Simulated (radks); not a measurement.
# I⁻ held by a Watson sphere

An exercise on one series of results from a longer session: the logs are not shown, and one member is left open.

The numbers are computed with radks (a radial shooting solver on a logarithmic mesh, Libxc functionals) version 1 (scalar-relativistic Kohn-Sham, r2SCAN, spin-polarised, spherical densities, finite nucleus), except any that are marked as measured or tabulated.

## The atom as given

```
element            : iodine (Z = 53)
charge             : -1
electrons          : 54
configuration      : [Xe]
nuclear rms radius : 4.75 fm
```

Outer shells as boxes (Hund's rule):

I⁻
```
[Kr] core
4d [↑↓][↑↓][↑↓][↑↓][↑↓]
5s [↑↓]
5p [↑↓][↑↓][↑↓]
```

The first run:

Settings of this run:

```text
Z 53
configuration [Xe]
relativity scalar-relativistic
functional r2scan,r2scan
spin polarised
nucleus finite rms 4.75 fm
c 137.035999084
watson charge 1 radius 2.39 bohr
```

Among the steps run: R = 2.39 bohr; R = 2.63 bohr; R = 3.54 bohr; R = 4.77 bohr; R = 4.8 bohr.

One of the session's tables, all rows but one given; the rest of the session is left out.

```
R (bohr)  highest level (eV)  its <r> (bohr)  sum of <r²> (bohr²)
    2.39              -8.047           2.454                68.04
    2.63              -7.833           2.484                69.22
    3.54              -6.882           2.575                72.94
    4.77                   ?               ?                    ?
     4.8              -5.640           2.641                75.94
```

Estimate the missing values for R (bohr) = 4.77.

Worked estimate for «highest level (eV)». A straight line through the neighbours (3.54, -6.882) and (4.8, -5.640) gives -6.882 + (-5.640 + 6.882) × (4.77 − 3.54) / (4.8 − 3.54) = -5.670; a parabola fitted to 3 rows on both sides gives -5.669.

**Answer.** highest level (eV): -5.666; its <r> (bohr): 2.640; sum of <r²> (bohr²): 75.90. In «highest level (eV)» the line misses by -0.004 and the parabola by -0.003.

In words: From R = 2.39 to 4.8 bohr the top level moves from -8.047 to -5.640 eV and its mean radius from 2.45 to 2.64 bohr. A wider sphere makes a shallower well, so the ion swells.
